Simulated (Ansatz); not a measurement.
**CH₇BrO₂Si₂: up Jacob's ladder to CCSD(T)**

How much do the methods differ for CH₇BrO₂Si₂? The plan is to run it at one geometry with functionals of several rungs and with coupled cluster. The yardstick is the atomisation energy at the CCSD(T) limit.

Computed with Ansatz 0.2.0, Gaussian basis. Level: functionals in def2-TZVPP, the program's frozen cores in correlated methods.

Levels to be run: PBE-D4, r2SCAN-D4, PBE0-D4, B3LYP-D4, ωB97X-V, ωB97M-V, B2PLYP; CCSD(T)/def2-TZVPP; MP2/def2-QZVPP; extrapolation to the limit.

## (1) The geometry

All runs share one geometry, relaxed beforehand with PBE0-D4 in a triple-zeta def2 set.

13 atoms, charge 0, spin multiplicity 1.

Atoms are counted from 1 here; the program's logs count them from 0.

Bond lengths: C1–O2 1.412 Å, C1–H7 1.094 Å, C1–H8 1.090 Å, C1–H9 1.095 Å, O2–Si3 1.629 Å, Si3–O4 1.627 Å, Si3–Si5 2.333 Å, Si3–Br6 2.246 Å, O4–H10 0.960 Å, Si5–H11 1.485 Å, Si5–H12 1.487 Å, Si5–H13 1.487 Å. Angles: O2–C1–H7 111.0°, O2–C1–H8 107.9°, O2–C1–H9 111.3°, H7–C1–H8 109.1°, H7–C1–H9 108.8°, H8–C1–H9 108.7°, C1–O2–Si3 126.8°, O2–Si3–O4 108.3°, O2–Si3–Si5 114.8°, O2–Si3–Br6 107.1°, O4–Si3–Si5 108.5°, O4–Si3–Br6 110.3°, Si5–Si3–Br6 107.8°, Si3–O4–H10 118.2°, Si3–Si5–H11 109.8°, Si3–Si5–H12 110.6°, Si3–Si5–H13 108.3°, H11–Si5–H12 109.8° and more.

Geometry (Å):

```xyz
13
CH7BrO2Si2
C    -1.3535    1.5938   -0.3991
O    -0.5805    0.6076   -1.0490
Si   -0.0004   -0.7666   -0.3942
O     0.5936   -1.6922   -1.5929
Si    1.6723   -0.4586    1.2031
Br   -1.7239   -1.8008    0.6079
H    -2.2759    1.1668    0.0048
H    -1.6067    2.3585   -1.1340
H    -0.7948    2.0633    0.4170
H     0.0131   -1.9164   -2.3240
H     2.0272   -1.7625    1.8176
H     2.8786    0.1536    0.5868
H     1.1509    0.4535    2.2559
```

## (2) PBE-D4 (GGA)

in.yaml

```yaml
crystal:
  periodic: [false, false, false]
  atoms:
    - {symbol: C, position_ang: [-1.353504, 1.593830, -0.399052]}
    - {symbol: O, position_ang: [-0.580548, 0.607572, -1.048957]}
    - {symbol: Si, position_ang: [-0.000431, -0.766615, -0.394240]}
    - {symbol: O, position_ang: [0.593608, -1.692160, -1.592904]}
    - {symbol: Si, position_ang: [1.672251, -0.458624, 1.203053]}
    - {symbol: Br, position_ang: [-1.723924, -1.800839, 0.607862]}
    - {symbol: H, position_ang: [-2.275862, 1.166817, 0.004848]}
    - {symbol: H, position_ang: [-1.606667, 2.358466, -1.133950]}
    - {symbol: H, position_ang: [-0.794816, 2.063290, 0.416992]}
    - {symbol: H, position_ang: [0.013138, -1.916388, -2.323963]}
    - {symbol: H, position_ang: [2.027244, -1.762496, 1.817598]}
    - {symbol: H, position_ang: [2.878605, 0.153639, 0.586794]}
    - {symbol: H, position_ang: [1.150897, 0.453498, 2.255920]}
basis:
  gaussian: {orbitals: def2-TZVPP}
hamiltonian: {xc: pbe, dispersion: d4}
output: {forces: true, orbitals: {seedname: orbitals}}
```

Run with:

```sh
$ ansatz run in.yaml --threads 2 --pin off --events-out ev --progress --plain --max-ram 20480MiB --backend cuda --devices 0, --max-vram 18GiB
```

Further steps of the session: r2SCAN-D4 (meta-GGA); PBE0-D4 (hybrid); B3LYP-D4 (hybrid); ωB97X-V (range-separated); ωB97M-V (range-separated); B2PLYP (double hybrid); CCSD(T) in def2-TZVPP; MP2 in def2-QZVPP.

Q: Predict the results of all the runs planned. Wanted: atomisation energy, CCSD(T)/CBS; farthest; mean size of error, hybrid; mean size of error, range-separated; gap, smallest and largest; T1 diagnostic; triples share of the correlation energy.

**Answer**, as computed:

| quantity | value |
| --- | --- |
| atomisation energy, CCSD(T)/CBS | 4640.1 kJ/mol |
| functionals within 46.4 kJ/mol (1.0 %) | PBE-D4, r2SCAN-D4, B3LYP-D4, ωB97X-V, ωB97M-V |
| farthest | B2PLYP (-90.3 kJ/mol) |
| mean size of error, hybrid | 48.3 kJ/mol |
| mean size of error, range-separated | 10.7 kJ/mol |
| gap, smallest and largest | 5.83 eV (PBE-D4), 12.27 eV (ωB97X-V) |
| T1 diagnostic | 0.0110 |
| triples share of the correlation energy | 3.5 % |

PBE-D4 misses by +15.1 kJ/mol. Double hybrids carry the basis error of their MP2 part in triple zeta, and no dispersion term here, so their miss is partly the set-up's. Misses under about 46.4 kJ/mol are within the doubt on the reference itself, which lacks core-valence correlation, relativity and higher excitations, and its outer-core shells are covered unevenly. All levels share the lack of spin-orbit coupling, which lowers the free heavy atoms and so the true binding. Hartree-Fock recovers 73 % of the binding; the rest is correlation. Orbital gaps span 5.8 to 12.3 eV; exact exchange widens them. Correlated methods include outer-core shells of Br, which these sets cover unevenly.
